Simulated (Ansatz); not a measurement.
Predict the output of the script below (Ansatz 0.2.0 through its Python package).

Contents of `moos.vasp`:
```text
MoOs
1.0
   2.78175569    0.00000000    0.00000000
  -1.39087784    2.40907109    0.00000000
   0.00000000    0.00000000    4.50705500
Mo Os
1 1
Direct
   0.66666667    0.33333333    0.50000000
   0.33333333    0.66666667    0.00000000
```

Script `kconv_moos.py`:
```python
'''Convergence of MoOs with the k-point mesh.'''

import csv

import ansatz as az
from ase.io import read


def main() -> None:
    atoms = read('moos.vasp', format='vasp')
    structure = az.Crystal.from_ase(atoms)

    setup = (
        structure.calculation()
        .functional(az.Functional.PBESOL)
        .occupations('gaussian', width=0.1)
        .pseudopotentials('paw')
    )

    rows = []
    for value in [(3, 3, 2), (4, 4, 2), (6, 6, 3), (7, 7, 4), (9, 9, 5), (11, 11, 6)]:
        r = setup.kpoints(mesh=value).run().report
        rows.append((value, r['free_energy_ev'] / len(r['lattice']['sites']), r['n_iterations'], r['n_kpoints']))

    with open('kconv.csv', 'w', newline='') as handle:
        writer = csv.writer(handle)
        writer.writerow(['mesh', 'F/atom (eV)', 'iterations', 'k-points'])
        writer.writerows([round(v, 5) if isinstance(v, float) else v for v in row] for row in rows)

    # differences from the last row
    for row in rows[:-1]:
        shift = 1000 * (row[1] - rows[-1][1])
        print(f'{row[0]}: {shift:+.2f} meV/atom' + ('  (within 1 meV)' if abs(shift) < 1 else ''))


if __name__ == '__main__':
    main()
```

```console
$ python kconv_moos.py
DeckWarning: basis.ecutwfc = 420 eV, auto-derived from the records' recommended cutoffs: set by Mo (normal level)
(3, 3, 2): +389.56 meV/atom
(4, 4, 2): +103.08 meV/atom
(6, 6, 3): -8.70 meV/atom
(7, 7, 4): +13.98 meV/atom
(9, 9, 5): -4.72 meV/atom
```
(Warnings from the package without file and line.)

File `kconv.csv` afterwards:
```csv
mesh,F/atom (eV),iterations,k-points
"(3, 3, 2)",-8073.77847,6,6
"(4, 4, 2)",-8074.06495,7,8
"(6, 6, 3)",-8074.17674,6,14
"(7, 7, 4)",-8074.15405,6,24
"(9, 9, 5)",-8074.17276,6,36
"(11, 11, 6)",-8074.16803,6,64
```

What to keep in mind:
- Spin-orbit coupling, which matters for elements this heavy, is left out.
- The structure comes from a database of computed cells and needn't be a stable or known phase.
- Shifts are counted from the finest mesh, which is itself no proven limit.
- Hardware and time: 7 s on 1 thread of Arm Neoverse V2 (shared host), peak memory 0.44 GiB.
